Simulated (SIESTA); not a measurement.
NiMoIrPdW under changes of volume

One of the cells (14.901 Å³/atom); the others are scaled copies at fixed shape and fractional positions:

```xyz
5
Lattice="2.7845 0.0000 0.0000 -1.3922 2.4114 0.0000 0.0000 0.0000 11.0959" Properties=species:S:1:pos:R:3 pbc="T T T"
Ni    0.0000    1.6076    6.6256
Mo    0.0000    0.0000    4.5575
Pd    1.3923    0.8038    8.8235
Ir    1.3923    0.8038    2.2147
W     0.0000    1.6076   11.0664
```

The cell was built by a generator and needn't be a form met in nature.

* Program: SIESTA 5.4.2
* Functional: PBE
* Potentials or basis: PseudoDojo 0.4 standard (PBE files)
* Basis: DZP (energy shift 0.003 Ry; two zetas on semicore shells)
* Grid cutoff: 800 Ry
* Energy shift: 0.003 Ry
* k mesh: 11 × 11 × 3
* Occupations: fermi-dirac, width 0.05 eV
* Spin: collinear spin, ferromagnetic start
* Starting moments: [1.0, 1.0, 0.0, 0.6, 0.0] μB

```csv
volume (Å³/atom),energy over the lowest point (meV/atom),pressure (GPa),largest force (eV/Å)
13.732,62.30,22.1,0.740
14.024,29.05,14.8,0.597
14.317,8.32,8.2,0.484
14.901,0.00,-2.9,0.258
15.193,9.63,-7.5,0.331
15.485,?,?,?
```

**Question.** What does the run at 15.485 Å³/atom give?

**Answer.** Energy over the lowest point 27.37 meV/atom; pressure -11.7 GPa; largest force 0.400 eV/Å.

Worked out: A Birch-Murnaghan fit of order 3 (a polynomial in V^(-2/3)) to the other rows has its minimum at 14.73 Å³/atom with B0 = V·E''(V) = 263 GPa and B' = 5.1 at fixed shape and positions, which overstates the stiffness. It gives 27.19 meV/atom at 15.485 Å³/atom, against the run's 27.37, and -dE/dV = -11.6 GPa, against -11.7.

Energies are extrapolated to zero smearing.

Caveats: short orbitals over semicore shells can move pressures by several GPa; the basis of atomic orbitals isn't converged, which shifts pressures, moduli and gaps.
